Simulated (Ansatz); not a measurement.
# CS2: the cost of one run

Computed with Ansatz 0.2.0 (DFT PBE+D3(BJ), scalar-relativistic, plane waves, PAW, unless a step's input says otherwise).

## 1. The starting structure

Symmetry: Cmce, No. 64, orthorhombic system. The conventional cell has a = 7.292 Å, b = 5.989 Å, c = 9.851 Å, α = 90.00°, β = 90.00°, γ = 90.00°. C (site symmetry 2/m) is surrounded by 2 S at 1.56 Å. S (site symmetry m) is surrounded by 1 C at 1.56 Å.

Structure file:

```
C S
1.0
     3.64579   -2.99431    0.00000
     3.64579    2.99431    0.00000
     0.00000    0.00000    9.85126
C S
2 4
Direct
  0.00000 0.00000 0.00000
  0.50000 0.50000 0.50000
  0.81848 0.18152 0.11313
  0.68152 0.31848 0.61313
  0.31848 0.68152 0.38687
  0.18152 0.81848 0.88687
```

It goes back to an entry of the Materials Project, which need not be the stable form.

## 2. The cell under 5 GPa

What is minimised here is the enthalpy; the energy can go up as the cell is squeezed.

The input, input.yaml:

```yaml
crystal:
  lattice:
    - [3.645788, -2.994314, 0.0]
    - [3.645788, 2.994314, 0.0]
    - [0.0, 0.0, 9.851257]
  atoms:
    - { symbol: C, position: [0.0, 0.0, 0.0] }
    - { symbol: C, position: [0.5, 0.5, 0.5] }
    - { symbol: S, position: [0.818479, 0.181521, 0.113133] }
    - { symbol: S, position: [0.681521, 0.318479, 0.613133] }
    - { symbol: S, position: [0.318479, 0.681521, 0.386867] }
    - { symbol: S, position: [0.181521, 0.818479, 0.886867] }
basis:
  ecutwfc: 420
kpoints:
  mp_grid: { grid: [4, 4, 2] }
hamiltonian:
  xc: pbe
  dispersion: d3bj
scf:
  occupations: { method: gaussian, width: 0.1 }
output:
  forces: true
  stress: true
  eigenvalues: true
relax:
  adjacent_minimum: "off"
  f_tol: 0.05
  max_steps: 60
  cell: { stress_tol: 0.3, p_target: 5.0 }
```

Launch:

```sh
$ ansatz run input.yaml --threads 4 --pin off --max-ram 10240MiB --backend cpu --events-out ev --progress --plain --runs-dir out
```

Q: Estimate wall time and peak memory on 4 threads of Intel Xeon at 2.50GHz (Skylake/Cascade Lake), shared host.

About 26 s, with a peak of 0.54 GiB.
